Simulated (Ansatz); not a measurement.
**ClFH₂Si + HBr: a complex and its separated parts**

Aim: how far the complex at one end of a reaction step lies below its separated, relaxed parts, level by level.

Method: PBE0-D4/def2-TZVP structures, single points in def2-TZVPP, no counterpoise correction; program: Ansatz 0.2.0, Gaussian basis.

Levels: SPW92, PBE-D4, BLYP-D4, r2SCAN-D4, B97M-V, PBE0-D4, B3LYP-D4, r2SCAN0-D4, BHLYP-D4, CAM-B3LYP-D4, wB97X-V, wB97M-V, B2PLYP, PBE-QIDH, RPA on PBE, Hartree-Fock, MP2, CCSD, CCSD(T).

Correlated methods freeze the cores. Filled d shells of the heavier atoms are correlated. B3LYP uses VWN-RPA correlation. B2PLYP carries no dispersion term here.

21 further runs of the same task are left out: 21 set aside as unsound or not needed.

### Step 1. The starting structure

The complex: 7 atoms, charge 0, spin multiplicity 1.

Atoms are counted from 1 here; the program's logs count them from 0.

Bond lengths: Si1–F2 1.597 Å, Si1–H3 1.474 Å, Si1–H4 1.474 Å, Si1–Cl5 2.036 Å, H6–Br7 1.423 Å. Angles: F2–Si1–H3 108.3°, F2–Si1–H4 108.3°, F2–Si1–Cl5 108.0°, H3–Si1–H4 114.4°, H3–Si1–Cl5 108.9°, H4–Si1–Cl5 108.9°.

Geometry (Å):

```xyz
7
charge 0, multiplicity 1
Si   -0.2301    0.5372    0.7305
F     0.0229   -1.0392    0.6922
H    -1.3802    0.8416   -0.1389
H     1.0203    1.2150    0.3451
Cl   -0.6962    1.0519    2.6445
H     0.5855   -1.7367   -1.5746
Br    0.6777   -0.8697   -2.6989
```

Its parts: ClFH₂Si holds atoms 1, 2, 3, 4, 5; HBr holds atoms 6, 7. Each part counts its atoms afresh in its own runs.

### Step 2. Relaxing ClFH₂Si alone

The input, relax-a/in.yaml:

```yaml
crystal:
  periodic: [false, false, false]
  atoms:
    - {symbol: Si, position_ang: [-0.230098, 0.537186, 0.730464]}
    - {symbol: F, position_ang: [0.022869, -1.039160, 0.692213]}
    - {symbol: H, position_ang: [-1.380235, 0.841621, -0.138949]}
    - {symbol: H, position_ang: [1.020339, 1.215032, 0.345132]}
    - {symbol: Cl, position_ang: [-0.696192, 1.051888, 2.644527]}
basis:
  gaussian: {orbitals: def2-TZVP}
hamiltonian: {xc: pbe0, dispersion: d4}
relax: {f_tol: 0.005, max_steps: 200}
```

No record of the launch command was kept for these runs.

After this run come: Relaxing HBr alone; wB97M-V/def2-TZVPP; CCSD(T)/def2-TZVPP; Vibrations of ClFH₂Si; Vibrations of HBr.

Before running it: what results should come out? Wanted: complex less parts, CCSD(T)/def2-TZVPP; with zero-point energy; largest T1 diagnostic.

**Answer**, as computed:

```
                              quantity        value
complex less parts, CCSD(T)/def2-TZVPP  -9.0 kJ/mol
                with zero-point energy  -6.4 kJ/mol
                 largest T1 diagnostic        0.010
```

At CCSD(T) the complex lies 9.0 kJ/mol below its parts. B97M-V is the best functional here (-1.0 kJ/mol from CCSD(T)); SPW92 is the worst (-7.2 kJ/mol). Mean unsigned error by rung: LDA 7.2, GGA 2.3, meta-GGA 1.2, hybrid 2.1, range-separated hybrid 1.7, double hybrid 2.1 kJ/mol. PBE-D4 gives a relative energy 2.7 kJ/mol too low, an error of 30 % of the reference. No counterpoise was applied, and triple zeta lacks some correlation, so the CCSD(T) reference has a basis error of its own, and close matches with it are partly luck.
